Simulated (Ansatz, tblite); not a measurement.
# Cis-RuCl2(PF3)4 (Cl2F12P4Ru): a ladder of methods and basis sets

One table from this session's results is given with a row withheld; the runs are named, their logs left out.

Computed with Ansatz 0.2.0, Gaussian basis. Level: as each input shows.

Plan: GFN1-xTB, GFN2-xTB, PBE-D4/def2-TZVP, r2SCAN-D4/def2-TZVP, r2SCANh-D4/def2-TZVP, PBE-D4/def2-SVP, PBE0-D4/def2-SVP, MP2/def2-SVP, RPA/def2-SVP.

4 further runs of the same task are left out: 4 set aside as unsound or not needed.

### The relaxed structure

The singlet was relaxed beforehand with PBE-D4/def2-SVP.

19 atoms, charge 0, spin multiplicity 1.

Bond lengths: Cl1–Ru19 2.435 Å, Cl2–Ru19 2.424 Å, F3–P15 1.591 Å, F4–P15 1.602 Å, F5–P15 1.602 Å, F6–P16 1.593 Å, F7–P16 1.593 Å, F8–P16 1.606 Å, F9–P17 1.599 Å, F10–P17 1.595 Å, F11–P17 1.582 Å, F12–P18 1.597 Å, F13–P18 1.597 Å, F14–P18 1.582 Å, P15–Ru19 2.203 Å, P16–Ru19 2.213 Å, P17–Ru19 2.276 Å, P18–Ru19 2.278 Å. Angles: F3–P15–F4 98.7°, F3–P15–F5 98.6°, F3–P15–Ru19 122.0°, F4–P15–F5 98.7°, F4–P15–Ru19 117.4°, F5–P15–Ru19 117.1°, F6–P16–F7 99.4°, F6–P16–F8 98.3°, F6–P16–Ru19 118.7°, F7–P16–F8 98.3°, F7–P16–Ru19 119.2°, F8–P16–Ru19 118.8°, F9–P17–F10 98.9°, F9–P17–F11 99.4°, F9–P17–Ru19 120.0°, F10–P17–F11 99.9°, F10–P17–Ru19 116.4°, F11–P17–Ru19 118.4° and more.

As a file:

```xyz
19
charge 0, multiplicity 1
Cl   -0.1517   -0.0501    2.7450
Cl    2.6637   -0.0453    0.6990
F     1.9388   -0.0821   -2.5339
F    -0.0742    1.2612   -2.6437
F    -0.2233   -1.1650   -2.6641
F    -2.6822    1.2602    1.0661
F    -2.7515   -1.1676    0.9994
F    -2.7185    0.1044   -1.0589
F    -0.6298    3.2404    0.4260
F     1.5751    2.9024   -0.5288
F     1.2561    2.7803    1.8798
F     1.3630   -2.9786   -0.6246
F    -0.7677   -3.2178    0.5168
F     1.2547   -2.8431    1.7995
P     0.5074    0.0008   -1.8433
P    -1.9466    0.0429    0.3477
P     0.6053    2.2325    0.5458
P     0.5153   -2.2664    0.5257
Ru    0.2661   -0.0092    0.3465
```

Ru takes a core potential in the def2 sets. No spin-orbit coupling is included.

PBE0-D4/def2-TZVP was run before; its log isn't repeated, and its numbers join the tables.

Set-up of the first run:

Tight binding, by tblite at 300 K electronic temperature and without a spin-polarisation term:

```python
tblite.interface.Calculator('GFN1-xTB', numbers, positions, charge=0, uhf=0).singlepoint()
```

Tight binding, by tblite at 300 K electronic temperature and without a spin-polarisation term:

```python
tblite.interface.Calculator('GFN2-xTB', numbers, positions, charge=0, uhf=0).singlepoint()
```

start.molden holds the orbitals of an earlier run on this state, given as this run's starting guess.

Input file in.yaml:

```yaml
crystal:
  periodic: [false, false, false]
  atoms:
    - {symbol: Cl, position_ang: [-0.151686, -0.050106, 2.745038]}
    - {symbol: Cl, position_ang: [2.663742, -0.045252, 0.699045]}
    - {symbol: F, position_ang: [1.938840, -0.082089, -2.533871]}
    - {symbol: F, position_ang: [-0.074246, 1.261231, -2.643729]}
    - {symbol: F, position_ang: [-0.223330, -1.165009, -2.664109]}
    - {symbol: F, position_ang: [-2.682168, 1.260238, 1.066110]}
    - {symbol: F, position_ang: [-2.751501, -1.167643, 0.999437]}
    - {symbol: F, position_ang: [-2.718542, 0.104415, -1.058873]}
    - {symbol: F, position_ang: [-0.629754, 3.240384, 0.426040]}
    - {symbol: F, position_ang: [1.575136, 2.902358, -0.528771]}
    - {symbol: F, position_ang: [1.256079, 2.780349, 1.879762]}
    - {symbol: F, position_ang: [1.363047, -2.978624, -0.624626]}
    - {symbol: F, position_ang: [-0.767718, -3.217776, 0.516773]}
    - {symbol: F, position_ang: [1.254658, -2.843086, 1.799545]}
    - {symbol: P, position_ang: [0.507374, 0.000807, -1.843329]}
    - {symbol: P, position_ang: [-1.946595, 0.042911, 0.347673]}
    - {symbol: P, position_ang: [0.605265, 2.232512, 0.545751]}
    - {symbol: P, position_ang: [0.515296, -2.266382, 0.525665]}
    - {symbol: Ru, position_ang: [0.266115, -0.009231, 0.346460]}
basis:
  gaussian: {orbitals: def2-TZVP, fitting: {mean_field: def2-universal-jkfit}, initial_orbitals: start.molden}
hamiltonian: {xc: pbe, dispersion: d4}
scf: {omitted_lower_state_checks: [starts]}
output: {forces: true, orbitals: {seedname: orbitals}}
```

On the command line:

```bash
ansatz run in.yaml --threads 2 --pin off --events-out ev --progress --plain --max-ram 32768MiB --backend cuda --devices 0, --max-vram 18GiB
```

Steps of the session up to this table: PBE-D4/def2-TZVP; r2SCAN-D4/def2-TZVP; r2SCANh-D4/def2-TZVP; PBE-D4/def2-SVP; PBE0-D4/def2-SVP; MP2/def2-SVP; RPA/def2-SVP.

One of the session's tables, all rows but one given; the rest of the session is left out.

It belongs to the step «Binding energy». 

| level | binding an atom (eV) |
| --- | --- |
| HF/def2-SVP | 2.191 |
| PBE-D4/def2-SVP | 4.163 |
| PBE-D4/def2-TZVP | 4.224 |
| r2SCAN-D4/def2-TZVP | 4.068 |
| r2SCANh-D4/def2-TZVP | 3.977 |
| PBE0-D4/def2-SVP | 3.861 |
| PBE0-D4/def2-TZVP | ? |
| RPA/def2-SVP | 3.184 |
| MP2/def2-SVP | 3.752 |

Q: Estimate the row for PBE0-D4/def2-TZVP from the others.

As computed: binding an atom (eV): 3.969. In the column «binding an atom (eV)» it lies between PBE0-D4/def2-SVP (3.861) and r2SCANh-D4/def2-TZVP (3.977).

To keep in mind: Free atoms were run apart at each level; binding is atoms less cluster, divided by the number of atoms, without zero-point or spin-orbit terms.
